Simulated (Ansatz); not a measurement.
# UHF/3-21G run of SiH3 (silyl radical)

What is the electronic atomisation energy of SiH3 (silyl radical) at UHF/3-21G? 

The results are computed with Ansatz 0.2.0.

30 further runs of the same task are left out: 30 set aside as unsound or not needed.

### Step 1. The molecule

SiH3 has 4 atoms, charge 0, and is taken as a doublet. SMILES: `[SiH3]`. The shape is that of a PBE0-D4/def2-TZVP optimisation.

Bond lengths: Si1–H2 1.486 Å, Si1–H3 1.486 Å, Si1–H4 1.486 Å. Angles: H2–Si1–H3 111.2°, H2–Si1–H4 111.2°, H3–Si1–H4 111.2°.

### Step 2. A single-point energy at UHF/3-21G

The input, input.yaml:

```yaml
crystal:
  periodic: [false, false, false]
  atoms:
    - {symbol: Si, position_ang: [0.293780, -0.026900, -0.164030]}
    - {symbol: H, position_ang: [0.559150, 0.665300, 1.123900]}
    - {symbol: H, position_ang: [-0.224040, -1.401650, 0.060130]}
    - {symbol: H, position_ang: [-0.628890, 0.763250, -1.019990]}
basis:
  gaussian:
    orbitals: 3-21G.json
total_charge: 0
magnetization:
  spin_polarized: true
  initial_magnetization: 1
hamiltonian:
  xc: hf
accuracy: high
output: {orbitals: {seedname: orbitals}}
```

The basis set 3-21G is read from a file made from the Basis Set Exchange's data (not shown).

Command:

```bash
$ ansatz run input.yaml --threads 1 --pin off --max-ram 3480MiB --events-out events.jsonl --progress --plain --runs-dir runs
```

Log:

```text
Warning: RAYON_NUM_THREADS=1 ignored (pool sized by the plan → 1); use --threads N
Functional definition: HF
  name "HF"
  exchange = exact_x
  correlation = 0
377 factors; integrals over basis functions are off by at most 3.0e-9 eV
mean field evaluation 1: about -7865.9433 eV, gradient 5.2e0 eV
mean field evaluation 2: about -7865.9440 eV, gradient 5.2e0 eV
mean field evaluation 4: about -7866.2744 eV, gradient 4.9e-1 eV
mean field evaluation 8: about -7866.2817 eV, gradient 7.4e-3 eV
mean field -7866.28172581 eV, -289.0805214661 hartree, gradient 6.9e-9 eV, S^2 0.755059; 0 other end points of the search recorded, 0 dependent functions left out
reference -7866.28172581 eV, -289.0805214661 hartree; 9, 8 occupied and 10, 11 virtual orbitals, 377 factors
Total energy: -7866.28172581 eV, -289.0805214661 hartree
```

It took 0.1 s on 1 thread of Arm Neoverse V2, shared host.

### Step 3. The H atom

The input, run.yaml:

```yaml
basis:
  gaussian:
    orbitals: 3-21G.json
crystal:
  periodic: [false, false, false]
  atoms:
    - {symbol: H, position_ang: [0.000000, 0.000000, 0.000000]}
magnetization:
  spin_polarized: true
  initial_magnetization: 1
accuracy: high
hamiltonian:
  xc: hf
```

The basis set 3-21G is read from a file made from the Basis Set Exchange's data (not shown).

Run the same way, it converges to -0.49620 Eh (log not shown).

### Step 4. The Si atom

The input, molecule.yaml:

```yaml
crystal:
  periodic: [false, false, false]
  atoms:
    - {symbol: Si, position_ang: [0.000000, 0.000000, 0.000000]}
basis:
  gaussian: {orbitals: 3-21G.json}
total_charge: 0
magnetization: {spin_polarized: true, initial_magnetization: 2}
hamiltonian: {xc: hf}
accuracy: high
```

The basis set 3-21G is read from a file made from the Basis Set Exchange's data (not shown).

Run the same way, it converges to -287.34443 Eh (log not shown).

### Step 5. Summary of results

At UHF/3-21G:

| quantity | value |
| --- | --- |
| molecule: total energy | -289.08052 Eh |
| molecule: HOMO energy (highest over α and β) | -9.11 eV |
| molecule: LUMO energy (lowest over α and β) | 1.08 eV |
| molecule: ⟨S²⟩ | 0.755 |
| H atom: total energy | -0.49620 Eh |
| H atom: ⟨S²⟩ | 0.750 |
| Si atom: total energy | -287.34443 Eh |
| Si atom: ⟨S²⟩ | 2.000 |
| electronic atomisation energy | 6.735 eV |

**Reading.** Taking the molecule apart into free atoms costs 6.73 eV (650 kJ/mol), before zero-point energy and without spin-orbit coupling. Hartree–Fock lacks the correlation of the bonding pairs, which as a rule makes this value much too low; in minimal bases other errors can mask that. The basis has no polarisation functions, which makes bonds too weak.
